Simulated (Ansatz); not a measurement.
A nudged elastic band was laid between two geometries of a periodic cell of 33 atoms, Al32C (host Al, host structure fcc, interstitial C).

Method: DFT LDA, scalar-relativistic, plane waves, PAW (Ansatz). Settings: cutoff 420 eV, k mesh 2x2x2, gaussian smearing 0.15 eV, no spin polarisation.

```yaml
movable_images: 5
climbing_image: yes
spring: 2.0 eV/Å²
optimiser: quadratic models (default)
start_path: IDPP
force_threshold: 0.05 eV/Å
iteration_limit: 16
end_points: relaxed
```

Image 0:

```xyz
33
Lattice="8.1000 0.0000 0.0000 0.0000 8.1000 0.0000 0.0000 0.0000 8.1000" Properties=species:S:1:pos:R:3
Al 4.052 0.087 -0.001
Al 6.097 2.025 0.000
Al 6.111 0.037 2.062
Al -0.001 0.021 0.000
Al 2.004 2.025 0.000
Al 4.052 3.963 -0.001
Al 6.163 6.074 -0.001
Al 1.991 0.034 2.059
Al 4.050 2.025 2.046
Al 6.112 4.012 2.063
Al 4.050 0.021 4.050
Al 6.067 2.025 4.049
Al 6.112 0.038 6.037
Al -0.001 4.028 0.000
Al 1.939 6.074 -0.001
Al 0.002 2.024 2.015
Al 1.990 4.015 2.060
Al 4.052 6.074 2.112
Al 0.002 -0.010 4.049
Al 2.036 2.024 4.049
Al 4.051 4.028 4.050
Al 6.097 6.075 4.050
Al 1.990 0.035 6.040
Al 4.051 2.025 6.053
Al 6.113 4.011 6.036
Al -0.001 6.075 2.046
Al 0.002 4.059 4.049
Al 2.004 6.075 4.050
Al 0.002 2.024 6.084
Al 1.989 4.014 6.039
Al 4.052 6.074 5.988
Al -0.001 6.075 6.053
C 4.052 6.074 -0.001
```

Image 6:

```xyz
33
Lattice="8.1000 0.0000 0.0000 0.0000 8.1000 0.0000 0.0000 0.0000 8.1000" Properties=species:S:1:pos:R:3
Al 4.136 0.004 0.003
Al 6.075 2.049 0.002
Al 6.075 0.002 2.048
Al -0.088 0.003 0.003
Al 2.024 2.116 0.003
Al 4.071 4.049 0.001
Al 6.075 6.055 0.001
Al 2.024 0.003 2.115
Al 4.090 2.065 2.065
Al 6.074 4.053 2.018
Al 4.071 0.001 4.049
Al 6.074 2.019 4.053
Al 6.075 0.001 6.055
Al -0.022 4.049 0.001
Al 2.024 5.991 0.003
Al -0.042 2.067 2.067
Al 2.024 4.049 2.049
Al 4.085 6.039 2.059
Al -0.022 0.002 4.049
Al 2.024 2.049 4.049
Al 4.039 4.053 4.053
Al 6.074 6.089 4.053
Al 2.024 0.004 5.991
Al 4.086 2.059 6.039
Al 6.074 4.053 6.088
Al -0.037 6.038 2.061
Al 0.008 4.053 4.053
Al 2.025 6.055 4.049
Al -0.038 2.062 6.037
Al 2.025 4.049 6.055
Al 4.079 6.045 6.045
Al -0.030 6.043 6.043
C 2.023 8.105 0.005
```

(1) What changes between the two ends?

(2) Give the energies along the band, and the barrier.

(3) What is the geometry of the highest image?

Answers

(1) Contacts lost: Al6–C33, Al7–C33, Al18–C33, Al31–C33. Contacts made: Al4–C33, Al5–C33, Al8–C33, Al23–C33. The atom that moves furthest is C33, by 2.87 Å.

(2) It converged. The highest image is number 2 of 0 to 6, 0.70 eV above the ends, which have the same energy within 2 meV. The profile has 2 maxima (images 2, 4) with wells between them (image 3): this band takes more than one step, which may be the mechanism or a detour left from its start path. The order of the stationary point at the top wasn't checked. Limits of this set-up: coarse k mesh.

```csv
image,path coordinate (Å),energy (eV),Al6–C33 (Å),Al7–C33 (Å),Al18–C33 (Å)
0,0.00,0.00,2.11,2.11,2.11
1,0.58,0.30,2.29,2.28,2.27
2,1.17,0.70,2.69,2.69,2.67
3,1.90,0.57,3.25,3.25,3.26
4,2.63,0.65,3.65,3.65,3.41
5,3.36,0.47,4.10,4.10,3.46
6,4.09,0.00,4.53,4.54,3.57
```

(3) 
```xyz
33
Lattice="8.1000 0.0000 0.0000 0.0000 8.1000 0.0000 0.0000 0.0000 8.1000" Properties=species:S:1:pos:R:3
Al 4.160 0.271 0.126
Al 6.129 2.076 0.012
Al 6.103 -0.008 2.074
Al -0.013 0.026 0.021
Al 1.998 2.039 0.022
Al 4.038 4.072 0.007
Al 6.050 6.089 0.006
Al 1.972 0.053 2.103
Al 4.042 2.075 2.100
Al 6.044 4.082 2.015
Al 4.049 0.023 4.058
Al 6.082 2.048 4.048
Al 6.133 0.052 6.043
Al -0.050 3.999 0.012
Al 1.759 5.965 0.124
Al -0.023 2.049 2.053
Al 2.035 4.023 2.074
Al 4.034 6.092 2.006
Al 0.014 -0.002 4.085
Al 2.028 2.012 4.085
Al 4.042 4.004 4.019
Al 6.121 6.084 4.020
Al 2.144 -0.117 6.218
Al 4.051 2.039 6.066
Al 6.103 4.023 6.105
Al -0.049 6.084 2.098
Al -0.022 4.045 4.048
Al 2.002 6.077 4.059
Al 0.016 2.010 6.099
Al 1.975 3.993 6.044
Al 4.156 5.968 5.840
Al -0.012 6.076 6.066
C 3.478 6.649 -0.542
```

The run took 11 min on 2 threads of Intel(R) Xeon(R) Platinum 8259CL CPU @ 2.50GHz (Skylake/Cascade Lake), with other jobs on the host, peak memory 1.9 GiB.
